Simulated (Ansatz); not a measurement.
# KAs3: the cost of one run

Program: Ansatz 0.2.0. Level of theory: DFT PBE, scalar-relativistic, plane waves, PAW. These are calculated values, not measurements.

1 further run of the same task is left out (it didn't finish).

### Step 1. The structure to begin with

It takes space group I4/mmm (No. 139, tetragonal). Conventional cell: a = 4.466 Å, b = 4.466 Å, c = 9.975 Å, α = 90.00°, β = 90.00°, γ = 90.00°. K (site symmetry 4/mmm) has 12 As at 3.16 to 3.35 Å as nearest neighbours. As (site symmetry 4/mmm) has 4 K at 3.16 Å as nearest neighbours. As (site symmetry -4m2) is surrounded by 8 As at 3.16 to 3.35 Å and 4 K at 3.35 Å.

Coordinates:

```cif
data_structure
_symmetry_space_group_name_H-M 'I4/mmm'
_symmetry_Int_Tables_number 139
_cell_length_a 4.4656
_cell_length_b 4.4656
_cell_length_c 9.9752
_cell_angle_alpha 90.000
_cell_angle_beta 90.000
_cell_angle_gamma 90.000
_cell_volume 198.93
loop_
_atom_site_label
_atom_site_type_symbol
_atom_site_symmetry_multiplicity
_atom_site_Wyckoff_symbol
_atom_site_fract_x
_atom_site_fract_y
_atom_site_fract_z
_atom_site_occupancy
K1 K 2 a 0.00000 0.00000 0.00000 1
As1 As 2 b 0.50000 0.50000 0.00000 1
As2 As 4 d 0.50000 0.00000 0.25000 1
```

This is candidate A: TiAl3 (D0_22) type (I4/mmm, No. 139).

(A quick probe on a coarse mesh, which set the mesh and smearing, is not shown.)

### Step 3. Relaxing cell and atoms (candidate A)

Contents of input.yaml:

```yaml
crystal:
  lattice:
    - [-2.2328247361, 2.2328247361, 4.9876085014]
    - [2.2328247361, -2.2328247361, 4.9876085014]
    - [2.2328247361, 2.2328247361, -4.9876085014]
  atoms:
    - { symbol: K, position: [0.0, 0.0, 0.0] }
    - { symbol: As, position: [0.5, 0.5, 0.0] }
    - { symbol: As, position: [0.25, 0.75, 0.5] }
    - { symbol: As, position: [0.75, 0.25, 0.5] }
basis:
  ecutwfc: 420
kpoints:
  mp_grid: { grid: [14, 14, 14] }
hamiltonian:
  xc: pbe
scf:
  occupations: { method: gaussian, width: 0.1 }
output:
  forces: true
  stress: true
  eigenvalues: true
relax:
  adjacent_minimum: "off"
  f_tol: 0.01
  max_steps: 80
  cell: { stress_tol: 0.05 }
```

Run with:

```console
$ ansatz run input.yaml --threads 1 --pin off --max-ram 2560MiB --backend cpu --events-out ev --progress --plain --runs-dir out
```

What time and memory should one allow on 1 thread of Arm Neoverse V1, shared host?

About 5.2 min, with a peak of 0.81 GiB.
